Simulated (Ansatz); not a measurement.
# GaH2 (doublet): from Hartree-Fock to the top rungs at scale of all distances = 1.738, aug-cc-pVDZ

Aim: climb from Hartree-Fock through coupled cluster and multireference methods for GaH2 (doublet) at one geometry and basis, and see what each rung misses.

Method: aug-cc-pVDZ, core rule «outside noble gas», up to 14 orbitals frozen; program: Ansatz 0.2.0, Gaussian basis.

To be run: UHF; CCSD(T) on ROHF; CCSD(T) on UHF; BCCD(T) on ROHF; CISD; CCSDT(Q) on ROHF; CCSDT(Q) on UHF; CASSCF and MRCISD+Q, 3 electrons in 3 orbitals; CASSCF and NEVPT2, 3 electrons in 3 orbitals; CASSCF and MRCISD+Q, 5 electrons in 6 orbitals; CASSCF and MRCISD+Q(relaxed), 5 electrons in 6 orbitals; CASSCF and NEVPT2, 5 electrons in 6 orbitals; Full CI.

18 further runs of the same task are left out: 1 for a known fault of the program, 14 that didn't finish, 3 set aside as unsound or not needed.

## (1) The geometry

The geometry derives from a PBE0/def2-TZVP stationary point (not a proven minimum). All distances are scaled together. No spin-orbit coupling is included. The filled d shell of Ga may be among the frozen orbitals whatever the setting's name suggests; the logs give the count.

3 atoms, charge 0, spin multiplicity 2.

Atoms are counted from 1 here; the program's logs count them from 0.

No contacts short enough for the rule that draws bonds.

## (2) UHF

Input file in.yaml:

```yaml
crystal:
  periodic: [false, false, false]
  atoms:
    - {symbol: Ga, position_ang: [0.000000, -0.038635, 0.000000]}
    - {symbol: H, position_ang: [0.000000, 1.336252, -2.403849]}
    - {symbol: H, position_ang: [0.000000, 1.336252, 2.403849]}
basis:
  gaussian: {orbitals: aug-cc-pVDZ}
magnetization: {spin_polarized: true, initial_magnetization: 1}
hamiltonian: {xc: hf}
output: {orbitals: {seedname: orbitals}}
```

Run with:

```sh
$ ansatz run in.yaml --threads 1 --pin off --events-out ev --progress --plain --max-ram 2393MiB
```

After this run come: CCSD(T) on ROHF; CCSD(T) on UHF; BCCD(T) on ROHF; CISD; CCSDT(Q) on ROHF; CCSDT(Q) on UHF; CASSCF and MRCISD+Q, 3 electrons in 3 orbitals; CASSCF and NEVPT2, 3 electrons in 3 orbitals; CASSCF and MRCISD+Q, 5 electrons in 6 orbitals; CASSCF and MRCISD+Q(relaxed), 5 electrons in 6 orbitals; CASSCF and NEVPT2, 5 electrons in 6 orbitals; Full CI.

**Question.** What will the summary of the whole plan be? Wanted: FCI below the RHF energy; RMP2 from FCI; UMP2 from FCI; RCCSD from FCI; RCCSD(T) from FCI; UCCSD(T) from FCI; RCCSDT(Q) from FCI; UCCSDT(Q) from FCI; NEVPT2 pair from FCI.

**Answer**, as computed:

```
                         quantity                                                                                              value
         FCI below the RHF energy                                                                                         -2.6557 eV
                    RMP2 from FCI                                                                                        +1119.3 meV
                    UMP2 from FCI                                                                                        +1071.5 meV
                   RCCSD from FCI                                                                                         +193.8 meV
                RCCSD(T) from FCI                                                                                          +56.9 meV
                UCCSD(T) from FCI                                                                                          +60.4 meV
               RCCSDT(Q) from FCI                                                                                           +0.1 meV
               UCCSDT(Q) from FCI                                                                                           -0.3 meV
             NEVPT2 pair from FCI                                                                                         +716.3 meV
          NEVPT2 valence from FCI                                                                                         +310.7 meV
        MRCISD+Q valence from FCI                                                                                           +2.8 meV
levels within 1 kcal/mol (43 meV)  RCCSDT, UCCSDT, RCCSDT(Q), UCCSDT(Q), MRCISD valence, MRCISD+Q valence, MRCISD+Q(relaxed) valence
                    T1 diagnostic                                                                                              0.080
   effectively unpaired electrons                                                                                               1.37
```

What this shows: RCCSD(T) misses by +56.9 meV, 2.1 % of the correlation energy. MRCISD+Q(relaxed) valence falls below full CI: the +Q correction isn't variational, and the cores differ from full CI's. The occupations show some static correlation. Of the multireference levels listed MRCISD+Q valence comes nearest in total energy (+2.8 meV), which doesn't show that its space is the better one. Coupled cluster took another determinant than the lowest Hartree-Fock one. These misses are within one basis, not against nature; the frozen cores of restricted and unrestricted runs differ, which can shift their rows.
